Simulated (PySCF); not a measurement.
# C2H6LiNO (Li ... C2H4 ... H2NO): the cost of one run

Computed with PySCF 2.14.0 and routines of our own; the level stands in each step. Atoms count from 0.

## (1) The system as given

11 atoms, charge 0, high-spin multiplicity 3; geometry from: GFN2-xTB fragments, placed rigidly.

The system (radical pair across a spacer): Li···C2H4···H2NO. The radical centres are 8.60 Å apart, face to face; the spin sites are atom 0 (1 unpaired) and atoms 1, 2, 3, 4 (1 unpaired).

## (2) Magnetic exchange: CASSCF and SC-NEVPT2/def2-SVP (2,2)

The job: settings as JSON, then the geometry in Å.

```
{"job": {"kind": "cas", "basis": "def2-SVP", "active": "magnetic", "zfs": true}, "charge": 0, "high_spin_multiplicity": 3, "spin_sites": [[[0], 1], [[1, 2, 3, 4], 1]]}
Li     0.025200     0.000000    -5.779900
N      0.025200     0.000000     2.822100
O     -1.246500     0.000300     2.941300
H      0.522300    -0.878100     2.948600
H      0.522900     0.877800     2.948600
C      0.025500     0.000200    -1.638300
C      0.025300     0.000200    -0.322000
H      0.025700    -0.914000    -2.209000
H      0.024300     0.913900    -2.209900
H      0.025800     0.913900     0.249600
H      0.024400    -0.914000     0.248800
```

Method: CASSCF and SC-NEVPT2/def2-SVP spin states, gas phase.

Run with:

```
OMP_NUM_THREADS=1 python exch_run.py task.json out
```

This one command runs all jobs of the session in turn.

Q: Estimate the wall time and peak memory of this first job on 1 thread of Intel Xeon Platinum 8175M at 2.50GHz, shared host.

About 4.7 s, with a peak of 0.25 GiB.
